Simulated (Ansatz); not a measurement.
# BH4NSiTe: the cost of one run

Program: the Python package of Ansatz 0.2.0. Level of theory: r2SCAN/def2-SVPD. These are calculated values, not measurements.

### 1 The structure

Bond lengths: Te1–B2 2.147 Å, B2–N3 1.507 Å, B2–Si4 1.992 Å, N3–Si4 1.658 Å, Te1–H5 1.766 Å, N3–H6 1.073 Å, Si4–H7 1.490 Å, Si4–H8 1.483 Å. Angles: Te1–B2–N3 151.0°, Te1–B2–Si4 154.4°, N3–B2–Si4 54.5°, B2–Te1–H5 91.6°, B2–N3–Si4 77.8°, B2–N3–H6 106.5°, Si4–N3–H6 107.9°, B2–Si4–N3 47.7°, B2–Si4–H7 108.0°, B2–Si4–H8 107.1°, N3–Si4–H7 118.3°, N3–Si4–H8 116.3°, H7–Si4–H8 125.5°.

The script holds or builds the structure itself.

### 2 The script

File bh4nsite.py:

```python
from collections import Counter

import ansatz

config = {
    "basis": "def2-SVPD",
    "functional": "r2SCAN",
}


def single_point(molecule, charge=0, unpaired=0):
    calc = molecule.calculation().basis(gaussian=config["basis"]).functional(config["functional"])
    if charge:
        calc = calc.charge(charge)
    if unpaired:
        calc = calc.spin("collinear", total=unpaired)
    report = calc.run().report
    if report["published_state_doubts"]:
        print("  doubts:", report["published_state_doubts"])
    return report["free_energy_ev"]

GEOMETRY = """
Te   -1.14800    2.40720   -0.08370
B    -0.03460    0.57300    0.00010
N     1.27240   -0.17660   -0.01370
Si    0.17540   -1.39170    0.25140
H    -1.35760    2.25760   -1.83110
H     1.75700    0.03890    0.91850
H    -0.18950   -1.71870    1.65900
H    -0.38280   -2.04680   -0.95630
"""

molecule = ansatz.Crystal.molecule()
for line in GEOMETRY.strip().splitlines():
    symbol, *xyz = line.split()
    molecule = molecule.atom(symbol, [float(v) for v in xyz])

unpaired = {"Te": 2, "B": 1, "N": 3, "Si": 2, "H": 1}
counts = Counter(site.symbol for site in molecule.cartesian_sites)
atom_energy = {s: single_point(ansatz.Crystal.molecule().atom(s, (0, 0, 0)), 0, unpaired[s]) for s in counts}
whole = single_point(molecule, 0, 0)
for s, e in atom_energy.items():
    print(f"{s:2s} x{counts[s]}  {e:14.5f} eV")
print(f"BH4NSiTe: {whole:.5f} eV")
split = sum(counts[s] * e for s, e in atom_energy.items()) - whole
print(f"atomisation energy (no zero-point term): {23.060548 * split:.1f} kcal/mol, {split / sum(counts.values()):.3f} eV an atom")
```

### 3 What the engine is handed

The engine receives this input (first run):

```yaml
crystal:
  periodic: [false, false, false]
  atoms:
    - { symbol: Te, position_ang: [0.0, 0.0, 0.0] }
basis:
  gaussian:
    orbitals: def2-SVPD
hamiltonian:
  xc: r2scan
magnetization:
  spin_polarized: true
  initial_magnetization: 2.0
```

### 4 Running it

The run is started by

```console
python bh4nsite.py
```

Q: Estimate wall time and peak memory on 1 thread of Intel Xeon Platinum 8375C at 2.90GHz (Ice Lake), shared host.

About 12 s, with a peak of 0.25 GiB.
